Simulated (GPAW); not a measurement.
The system is InAu3.

```
CELL_PARAMETERS angstrom
3.16059 0.00000 0.00000
-1.58029 2.73715 0.00000
0.00000 0.00000 9.05757
ATOMIC_POSITIONS crystal
Au 0.33333 0.66667 0.75160
Au 0.33333 0.66667 0.24840
Au 0.66667 0.33333 0.50000
In 0.66667 0.33333 0.00000
```

The cell comes from a database or a generator and needn't be the stable form of this composition.

| Quantity | Value |
| --- | --- |
| Program | GPAW 26.7.0 |
| Task | relaxation of cell and atoms |
| Functional | PBEsol |
| Potentials or basis | PAW data sets generated in the run's folder for this functional |
| Cutoff | 600 eV |
| Basis | pw |
| k mesh | 6 × 6 × 2 |
| Occupations | fermi-dirac, width 0.05 eV |
| Spin | no spin polarisation |

At the start: pressure -6.4 GPa; volume 19.59 Å³/atom.

Q: Where does the relaxation end?

A: Over 17 steps the energy falls by 34.6 meV/atom and the volume is 19.23 Å³/atom (-1.8 %); space group P-6m2 (No. 187, to 0.05 Å).

Step by step:
```
step  energy change (eV)  largest force (eV/Å)  pressure (GPa)  volume (Å³)
   1              0.0000                0.0028           -6.35        78.36
   2             -0.0246                0.0051           -5.54        77.71
   3             -0.0908                0.0594            0.88        73.63
   4             -0.0922                0.0471           -0.01        74.12
   5             -0.0923                0.0426            0.02        74.10
   6             -0.0940                0.0644            0.31        74.03
   7             -0.0944                0.0831            0.21        74.11
   8             -0.0964                0.1651           -0.23        74.54
   9             -0.1037                0.3290           -0.81        75.42
  10             -0.1080                0.4049           -1.52        76.74
  11             -0.1157                0.2701           -1.49        76.47
  12             -0.1290                0.0401           -0.60        76.06
  13             -0.1319                0.0146           -0.11        76.12
  14             -0.1339                0.0033            0.01        76.40
  15             -0.1138                0.0295            0.43        78.01
  16             -0.1363                0.0123            0.03        76.67
  17             -0.1383                0.0113            0.06        76.92
```

Final structure:
```
Au In
1.0
     3.30426    0.00000    0.00000
    -1.65213    2.86157    0.00000
     0.00000    0.00000    8.13495
Au In
3 1
Direct
  0.33333 0.66667 0.75185
  0.33333 0.66667 0.24815
  0.66667 0.33333 0.50000
  0.66667 0.33333 0.00000
```

Caveat: the k mesh is coarse (spacing up to 0.38 Å⁻¹), so the values aren't converged; with this Au data set, volumes or pressures lay over 1.5 % or 2 GPa off other programs in two to four cells of ten; later steps reuse the first step's grids.
